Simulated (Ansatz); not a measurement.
# MgCl4: the cost of one run

Program: Ansatz 0.2.0. Level of theory: DFT PBE, scalar-relativistic, plane waves, PAW. These are calculated values, not measurements.

## (1) The system as given

It takes space group P-42m (No. 111, tetragonal). The conventional cell has a = 5.563 Å, b = 5.563 Å, c = 17.000 Å, α = 90.00°, β = 90.00°, γ = 90.00°. Mg (site symmetry -42m) has 4 Cl at 2.37 Å in its first shell of neighbours. Cl (site symmetry m) has 1 Mg at 2.37 Å in its first shell of neighbours.

Structure file:

```cif
data_structure
_symmetry_space_group_name_H-M 'P-42m'
_symmetry_Int_Tables_number 111
_cell_length_a 5.5628
_cell_length_b 5.5628
_cell_length_c 17.0000
_cell_angle_alpha 90.000
_cell_angle_beta 90.000
_cell_angle_gamma 90.000
_cell_volume 526.06
loop_
_atom_site_label
_atom_site_type_symbol
_atom_site_symmetry_multiplicity
_atom_site_Wyckoff_symbol
_atom_site_fract_x
_atom_site_fract_y
_atom_site_fract_z
_atom_site_occupancy
Mg1 Mg 1 b 0.50000 0.50000 0.50000 1
Cl1 Cl 4 n 0.25000 0.25000 0.57829 1
```

The cell is invented: ordered sheet modelled on a layer of MgCl2 (1 of 2 Mg left empty). The dimensions are guesses.

Only a and b are periodic; c spans vacuum, so the box's volume, pressure and space group aren't properties of the sheet.

## (2) A first look at the guess

Contents of input.yaml:

```yaml
crystal:
  lattice:
    - [3.933483, -3.933483, 0.0]
    - [3.933483, 3.933483, 0.0]
    - [0.0, 0.0, 17.0]
  atoms:
    - { symbol: Mg, position: [0.0, 0.5, 0.5] }
    - { symbol: Cl, position: [0.75, 0.25, 0.57829243] }
    - { symbol: Cl, position: [0.25, 0.75, 0.57829243] }
    - { symbol: Cl, position: [0.25, 0.25, 0.42170757] }
    - { symbol: Cl, position: [0.75, 0.75, 0.42170757] }
  periodic: [true, true, false]
basis:
  ecutwfc: 420
kpoints:
  mp_grid: { grid: [4, 4, 1] }
hamiltonian:
  xc: pbe
scf:
  occupations: { method: gaussian, width: 0.1 }
  lower_state_search: "off"
output:
  forces: true
  stress: true
  eigenvalues: true
```

Launch:

```console
$ ansatz run input.yaml --threads 1 --pin off --max-ram 2560MiB --backend cpu --events-out ev --progress --plain --runs-dir out
```

What time and memory should one allow on 1 thread of Arm Neoverse N1, shared host?

About 20 s, with a peak of 0.64 GiB.
